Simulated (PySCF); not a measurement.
# C₇H₉N: excited states, first hyperpolarisability

What do calculations give for the excited states, first hyperpolarisability of C₇H₉N (`Cc1ccc(N)cc1`)?

Computed with PySCF 2.14.0 and routines of our own; the level stands in each step. Atoms count from 0.

## (1) The starting structure

17 atoms, charge 0, multiplicity 1; geometry from: GFN2-xTB.

## (2) Optimising the geometry at PBE0-D3(BJ)/def2-SVP

What the job is given:

```
{"job": {"xc": "PBE0", "basis": "def2-SVP", "d3": "d3bj", "grid": 2, "kind": "geom"}, "charge": 0, "multiplicity": 1}
C     -2.671050    -0.389625     0.056951
C     -1.183518    -0.197846     0.031993
C     -0.459922    -0.380133    -1.139811
C      0.906139    -0.184336    -1.175750
C      1.596085     0.201249    -0.027360
N      2.974809     0.323057    -0.036958
C      0.873371     0.386050     1.150174
C     -0.492702     0.188339     1.173431
H     -3.006046    -0.685411     1.048728
H     -3.177615     0.540369    -0.206366
H     -2.974575    -1.150762    -0.658730
H     -0.974945    -0.680247    -2.041562
H      1.452414    -0.334060    -2.096825
H      3.396382     0.476361    -0.939123
H      3.372621     0.878805     0.703337
H      1.393926     0.684436     2.049540
H     -1.032372     0.335786     2.098421
```

Started as:

```console
> OMP_NUM_THREADS=1 python excited_run.py task.json out
```

This one command runs all jobs of the session in turn.

The program printed:

```text
step   0  E = -326.31453936  max force = 0.012064
step   1  E = -326.31614332  max force = 0.001886
step   2  E = -326.31615878  max force = 0.000591
step   3  E = -326.31616127  max force = 0.000480
step   4  E = -326.31616418  max force = 0.000144
optimisation converged
```

Run time: 1.8 min. Hardware: 1 thread of Arm Neoverse N1, shared host; peak memory 0.81 GiB.

Step by step:

```
step  energy from step 0 (eV)  largest force component (eV/Å)
   0                   0.0000                          0.6204
   1                  -0.0436                          0.0970
   2                  -0.0441                          0.0304
   3                  -0.0441                          0.0247
   4                  -0.0442                          0.0074
```

Distances of close pairs at the start and the end, largest changes first:

```
  bond  before (Å)  after (Å)  change (Å)
C2–H11       1.081      1.094      +0.013
C7–H16       1.081      1.094      +0.013
C6–H15       1.081      1.094      +0.013
C3–H12       1.081      1.094      +0.012
 C0–H9       1.091      1.104      +0.012
C0–H10       1.088      1.100      +0.012
 C0–H8       1.088      1.100      +0.012
 C1–C2       1.389      1.399      +0.010
```

The final coordinates are the input of the step that follows.

```
                         at the end point                value
  point group (found at 0.08 Å tolerance)                   Cs
rotational constants (GHz, main isotopes)  5.478, 1.453, 1.158
                        dipole moment (D)                 1.63
```

## (3) Excited states: TDA CAM-B3LYP/def2-TZVP

What the job is given:

```
{"job": {"kind": "states", "xc": "CAM-B3LYP", "basis": "def2-TZVP", "tda": true, "soc": true, "nstates": 6, "ntriplets": 5, "nquad": 4}, "charge": 0, "multiplicity": 1}
C     -2.617234    -0.381706     0.052545
C     -1.126370    -0.202155     0.029544
C     -0.385899    -0.384748    -1.143748
C      0.989994    -0.189121    -1.181996
C      1.692652     0.201292    -0.030614
N      3.068054     0.346870    -0.047717
C      0.957579     0.383409     1.151687
C     -0.418332     0.183525     1.172912
H     -2.971800    -0.681817     1.049842
H     -3.142094     0.552560    -0.211601
H     -2.942295    -1.149613    -0.665346
H     -0.900406    -0.690921    -2.059516
H      1.535889    -0.348407    -2.116320
H      3.484422     0.522934    -0.952572
H      3.462223     0.923469     0.683900
H      1.477764     0.678164     2.067562
H     -0.958523     0.332627     2.112617
```

With the program's defaults for keys left out, this is: TDA CAM-B3LYP/def2-TZVP excited states, vertical, gas phase, spin-orbit mean-field couplings.

The program printed:

```text
coarse grid: 14248 points
cycle   1  E = -326.8220968480  dE =  1.458e+00  |g| = 4.098e-01  |ddm| = 3.475e+00
cycle   2  E = -326.8424277495  dE = -2.033e-02  |g| = 3.316e-01  |ddm| = 1.010e+00
cycle   3  E = -326.8676108477  dE = -2.518e-02  |g| = 4.608e-02  |ddm| = 3.788e-01
cycle   4  E = -326.8678608990  dE = -2.501e-04  |g| = 3.496e-02  |ddm| = 9.133e-02
cycle   5  E = -326.8681661368  dE = -3.052e-04  |g| = 4.459e-03  |ddm| = 3.087e-02
cycle   6  E = -326.8681709642  dE = -4.827e-06  |g| = 1.896e-03  |ddm| = 7.092e-03
final grid: 137800 points
cycle   7  E = -326.8571929789  dE = -4.856e-05  |g| = 5.389e-03  |ddm| = 9.838e-02
cycle   8  E = -326.8571931315  dE = -1.526e-07  |g| = 5.477e-03  |ddm| = 1.088e-02
cycle   9  E = -326.8571990548  dE = -5.923e-06  |g| = 6.255e-04  |ddm| = 3.823e-03
cycle  10  E = -326.8571991305  dE = -7.568e-08  |g| = 2.963e-04  |ddm| = 8.497e-04
cycle  11  E = -326.8571991530  dE = -2.249e-08  |g| = 6.596e-05  |ddm| = 3.647e-04
cycle  12  E = -326.8571991539  dE = -9.753e-10  |g| = 2.192e-05  |ddm| = 9.090e-05
converged SCF energy = -326.8571991539

Singlet excitations
state   eV       nm        f     d(h-e)  d(exc)  Lambda  PR(NTO)  |dmu|/D   mu/D   main configurations
  1   4.8734   254.4   0.04769   0.449   2.932   0.643   1.400    1.181    2.431   H->L 0.83, H-1->L+1 0.14
  2   5.6564   219.2   0.09044   1.315   3.446   0.637   1.151    5.724    4.464   H->L+1 0.53, H->L+2 0.37
  3   5.9086   209.8   0.11376   0.199   3.199   0.592   1.438    1.304    0.816   H->L+2 0.55, H->L+1 0.26, H-1->L 0.15
  4   6.7000   185.1   0.00226   1.465   4.115   0.300   1.067    5.284    6.387   H->L+3 0.76, H->L+5 0.13
  5   6.7013   185.0   0.00626   1.147   3.678   0.314   1.216                     H->L+4 0.78
  6   7.1499   173.4   0.33126   0.539   3.090   0.563   1.994                     H-1->L+1 0.61, H-2->L 0.12, H->L 0.11

Triplet excitations (Tamm-Dancoff)
state   eV     d(h-e)  d(exc)  Lambda  PR(NTO)   main configurations
  1   3.8147   0.186   2.706   0.752   1.359   H->L+1 0.66, H-1->L 0.15, H->L 0.10
  2   3.8276   0.379   2.841   0.666   1.013   H->L 0.88
  3   4.5928   0.155   2.656   0.857   1.460   H-1->L 0.80, H->L+1 0.18
  4   5.5062   1.834   3.483   0.454   1.033   H->L+2 0.86
  5   5.6125   0.076   2.710   0.574   1.035   H-1->L+1 0.90
S1 - T1 = 1.0588 eV

Spin-orbit couplings |<S|Hso|T>| (cm-1)
             T1       T2       T3       T4       T5
S0        0.701    0.837    0.439    7.836    0.312
S1        0.107    0.041    0.013    0.450    0.007
S2        0.308    0.530    0.075    0.487    0.223
S3        0.201    0.526    0.102    0.675    0.051
S4        1.205    0.228    0.469    1.068    0.090
S5        3.184    1.485    1.370    3.135    0.233
S6        0.954    0.334    0.660    0.535    0.038
T1 sublevels (cm-1): 0.000 0.001 0.001   radiative rates (1/s): 0.0163 0.00174 0.182
```

Run time: 2.3 min. Hardware: 1 thread of Arm Neoverse N1, shared host; peak memory 1.2 GiB.

From this job:

```
  quantity    value
S1 less T1  1.06 eV
```

## (4) Excited states: TDDFT CAM-B3LYP/aug-cc-pVDZ

Settings changed since step 3:

```diff
@@ -1,2 +1,2 @@
-{"job": {"kind": "states", "xc": "CAM-B3LYP", "basis": "def2-TZVP", "tda": true, "soc": true, "nstates": 6, "ntriplets": 5, "nquad": 4}, "charge": 0, "multiplicity": 1}
+{"job": {"kind": "states", "xc": "CAM-B3LYP", "basis": "aug-cc-pVDZ", "tpa": true, "nstates": 8, "nquad": 6, "ntriplets": 0}, "charge": 0, "multiplicity": 1}
 C     -2.617234    -0.381706     0.052545
```

With the program's defaults for keys left out, this is: TDDFT CAM-B3LYP/aug-cc-pVDZ excited states, vertical, gas phase, two-photon moments by quadratic response.

The program printed:

```text
coarse grid: 14248 points
cycle   1  E = -326.7027257072  dE =  1.510e+00  |g| = 3.770e-01  |ddm| = 5.456e+01
cycle   2  E = -326.7224684027  dE = -1.974e-02  |g| = 3.014e-01  |ddm| = 5.460e+00
cycle   3  E = -326.7445138355  dE = -2.205e-02  |g| = 4.317e-02  |ddm| = 2.138e+00
cycle   4  E = -326.7447682211  dE = -2.544e-04  |g| = 3.210e-02  |ddm| = 4.964e-01
cycle   5  E = -326.7450378849  dE = -2.697e-04  |g| = 4.127e-03  |ddm| = 1.948e-01
cycle   6  E = -326.7450422060  dE = -4.321e-06  |g| = 1.686e-03  |ddm| = 2.657e-02
final grid: 137800 points
cycle   7  E = -326.7703143798  dE = -2.356e-05  |g| = 4.522e-03  |ddm| = 9.695e-01
cycle   8  E = -326.7703143898  dE = -1.001e-08  |g| = 4.772e-03  |ddm| = 1.158e-01
cycle   9  E = -326.7703193277  dE = -4.938e-06  |g| = 5.124e-04  |ddm| = 1.854e-02
cycle  10  E = -326.7703193910  dE = -6.334e-08  |g| = 1.905e-04  |ddm| = 6.432e-03
cycle  11  E = -326.7703194011  dE = -1.003e-08  |g| = 5.795e-05  |ddm| = 3.643e-03
cycle  12  E = -326.7703194019  dE = -8.498e-10  |g| = 1.454e-05  |ddm| = 5.215e-04
converged SCF energy = -326.7703194019

Singlet excitations
state   eV       nm        f     d(h-e)  d(exc)  Lambda  PR(NTO)  |dmu|/D   mu/D   delta(TPA)   sigma/GM   main configurations
  1   4.6774   265.1   0.03756   0.411   3.021   0.564   1.375    1.194    2.279        5.55      0.045   H->L+3 0.86
  2   4.7250   262.4   0.00509   2.282   4.506   0.242   1.019   10.501    9.327       63.99      0.523   H->L 0.90
  3   5.3305   232.6   0.05666   1.322   4.601   0.283   1.121    5.048    6.366        8.83      0.092   H->L+1 0.56, H->L+4 0.24
  4   5.4061   229.3   0.11252   1.127   4.189   0.375   1.249    4.170    4.547       67.87      0.727   H->L+5 0.34, H->L+1 0.28, H->L+7 0.13
  5   5.4237   228.6   0.00009   1.031   4.949   0.181   1.043    5.333    4.322        1.60      0.017   H->L+2 0.86
  6   5.9444   208.6   0.00298   1.347   5.541   0.346   1.061    5.150    6.153       58.94      0.763   H->L+4 0.49, H->L+5 0.29
  7   6.0727   204.2   0.00092   0.920   5.502   0.168   1.088                                            H->L+6 0.81
  8   6.3163   196.3   0.00060   2.391   5.230   0.434   1.115                                            H->L+7 0.40, H->L+5 0.22, H->L+10 0.14
```

It took 2.3 min on 1 thread of Arm Neoverse N1, shared host; peak memory 1.1 GiB.

## (5) First hyperpolarisability: quadratic response CAM-B3LYP/aug-cc-pVDZ

Settings changed since step 4:

```diff
@@ -1,2 +1,2 @@
-{"job": {"kind": "states", "xc": "CAM-B3LYP", "basis": "aug-cc-pVDZ", "tpa": true, "nstates": 8, "nquad": 6, "ntriplets": 0}, "charge": 0, "multiplicity": 1}
+{"job": {"kind": "beta", "xc": "CAM-B3LYP", "basis": "aug-cc-pVDZ"}, "charge": 0, "multiplicity": 1}
 C     -2.617234    -0.381706     0.052545
```

Level: quadratic response CAM-B3LYP/aug-cc-pVDZ first hyperpolarisability, Taylor convention, gas phase.

The program printed:

```text
coarse grid: 14248 points
cycle   1  E = -326.7027257072  dE =  1.510e+00  |g| = 3.770e-01  |ddm| = 5.456e+01
cycle   2  E = -326.7224684027  dE = -1.974e-02  |g| = 3.014e-01  |ddm| = 5.460e+00
cycle   3  E = -326.7445138355  dE = -2.205e-02  |g| = 4.317e-02  |ddm| = 2.138e+00
cycle   4  E = -326.7447682211  dE = -2.544e-04  |g| = 3.210e-02  |ddm| = 4.964e-01
cycle   5  E = -326.7450378849  dE = -2.697e-04  |g| = 4.127e-03  |ddm| = 1.948e-01
cycle   6  E = -326.7450422060  dE = -4.321e-06  |g| = 1.686e-03  |ddm| = 2.657e-02
final grid: 137800 points
cycle   7  E = -326.7703143798  dE = -2.356e-05  |g| = 4.522e-03  |ddm| = 9.695e-01
cycle   8  E = -326.7703143898  dE = -1.001e-08  |g| = 4.772e-03  |ddm| = 1.158e-01
cycle   9  E = -326.7703193277  dE = -4.938e-06  |g| = 5.124e-04  |ddm| = 1.854e-02
cycle  10  E = -326.7703193910  dE = -6.334e-08  |g| = 1.905e-04  |ddm| = 6.432e-03
cycle  11  E = -326.7703194011  dE = -1.003e-08  |g| = 5.795e-05  |ddm| = 3.643e-03
cycle  12  E = -326.7703194019  dE = -8.498e-10  |g| = 1.454e-05  |ddm| = 5.215e-04
converged SCF energy = -326.7703194019

Lowest singlets (eV, f): 4.6774 0.0376  4.7250 0.0051  5.3305 0.0567

First hyperpolarisability (au)
process     nm      |vector|   parallel      HRS      DR
static         -      252.64     101.01     111.06   4.181
shg       1907.0      269.97      107.6     118.36   4.218
eope      1907.0      258.19     103.13          -       -
shg       1064.0      316.64     125.09     137.92   4.309
eope      1064.0      271.27     108.09          -       -
```

Wall time 1.7 min (1 thread of Arm Neoverse N1, shared host); peak memory 1.2 GiB.

## (6) Results

```
                                                   quantity                                                value
                                                point group                                                   Cs
                       rotational constants (main isotopes)                                 5.48, 1.45, 1.16 GHz
               S1 less T1 (step 3, TDA CAM-B3LYP/def2-TZVP)                                              1.06 eV
β vector (step 5, quadratic response CAM-B3LYP/aug-cc-pVDZ)  static 253, SHG 1907.0 nm 270, SHG 1064.0 nm 317 au
```

**Reading.** The optimisation took 4 steps and gained 0.044 eV; among the close pairs (by a distance rule), C2–H11 changed most, from 1.081 to 1.094 Å. In step 3 some excited states are degenerate or nearly so. In step 3, the number of triplets below S1 is 3, and the largest singlet-triplet spin-orbit coupling is S0–T4, 7.84 cm⁻¹. β grows from 253 au (static) to 317 au for doubling at 1064.0 nm: normal dispersion, which grows as twice the photon energy moves toward the bright states.
